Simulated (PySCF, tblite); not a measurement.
**C7H11FP+: geometry, infrared bands and NMR shifts**

Wanted: the infrared bands and NMR shifts of C7H11FP+ (`C=CC[P@H+]1C=C(F)CC1`), by calculation.

The runs use tblite 0.8.0 and PySCF 2.14.0, with density-fitted response routines of our own; the level of theory stands in each step. All values are computed, except where a source is named. Atoms are numbered from 0 throughout.

## (1) The molecule as given

20 atoms, charge 1, multiplicity 1; geometry from: force field or distance geometry start.

Bonds of the start (Å): C0–C1 1.35, C1–C2 1.48, C2–P3 1.79, P3–C4 1.75, C4–C5 1.35, C5–F6 1.34, C5–C7 1.49, C7–C8 1.54, C8–P3 1.82, C0–H9 1.07, C0–H10 1.08, C1–H11 1.09, C2–H12 1.09, C2–H13 1.09, P3–H14 1.42, C4–H15 1.09, C7–H16 1.10, C7–H17 1.09, C8–H18 1.10, C8–H19 1.09.

## (2) Relaxing the molecule with GFN2-xTB

What the job is given:

```
{"job": {"kind": "relax", "xc": "GFN2-xTB", "basis": "xTB"}, "charge": 1, "multiplicity": 1}
C      3.478800     0.164400     0.139000
C      2.249100    -0.185900    -0.300000
C      1.062100     0.697100    -0.237000
P     -0.146100    -0.032400     0.861000
C     -1.512500     1.059800     0.813500
C     -2.434600     0.670900    -0.090100
F     -3.552800     1.387800    -0.289400
C     -2.142200    -0.578700    -0.852400
C     -1.007800    -1.304600    -0.115200
H      4.304100    -0.520900     0.075900
H      3.658000     1.145300     0.565500
H      2.115500    -1.185000    -0.715600
H      0.636400     0.819300    -1.237900
H      1.321200     1.696900     0.126200
H      0.242600    -0.372100     2.183400
H     -1.629900     1.955400     1.419000
H     -3.032400    -1.219700    -0.918100
H     -1.839300    -0.326100    -1.873400
H     -1.433200    -2.031000     0.588200
H     -0.342100    -1.829900    -0.796600
```

Started as:

```bash
> OMP_NUM_THREADS=1 python probes_run.py task.json out
```

One launch serves the whole session: the jobs run in the order shown.

**Question.** This job is followed by: GFN2-xTB harmonic vibrations, gas phase; GIAO PBE0/pcSseg-1 NMR shielding, non-relativistic, gas phase. Predict these results of the whole session: strongest single infrared mode (GFN2-xTB); zero-point energy (GFN2-xTB); 13C shifts against TMS (PBE0/pcSseg-1); 1H shifts against TMS (PBE0/pcSseg-1); 31P shifts against H3PO4 (PBE0/pcSseg-1); 19F shifts against CFCl3 (PBE0/pcSseg-1).

As calculated:

```
                                 quantity                                                                 value
strongest single infrared mode (GFN2-xTB)                                                 1627 cm⁻¹, 371 km/mol
             zero-point energy (GFN2-xTB)                                                         98.6 kcal/mol
   13C shifts against TMS (PBE0/pcSseg-1)                       195.8, 142.7, 123.1, 89.1, 35.7, 33.7, 15.9 ppm
    1H shifts against TMS (PBE0/pcSseg-1)  6.49, 6.45, 6.44, 5.81, 5.53, 3.67, 3.43, 3.42, 3.33, 3.01, 2.78 ppm
 31P shifts against H3PO4 (PBE0/pcSseg-1)                                                              10.2 ppm
 19F shifts against CFCl3 (PBE0/pcSseg-1)                                                             -38.8 ppm
```

**Reading.** Relaxing lowered the energy by 0.372 eV in 130 steps; the close pair that moved most is P3–H14, from 1.420 to 1.384 Å. All 54 modes are real, so the xTB geometry is a minimum. The strongest single mode, at 1627 cm⁻¹, moves mainly C5 and C4. GFN2-xTB is a fitted tight-binding method: band positions and strengths are rough. Its intensities can rank the bands wrongly. At PBE0/pcSseg-1: The widest tensor belongs to F6: span 362 ppm, with a paramagnetic part of -259 ppm.
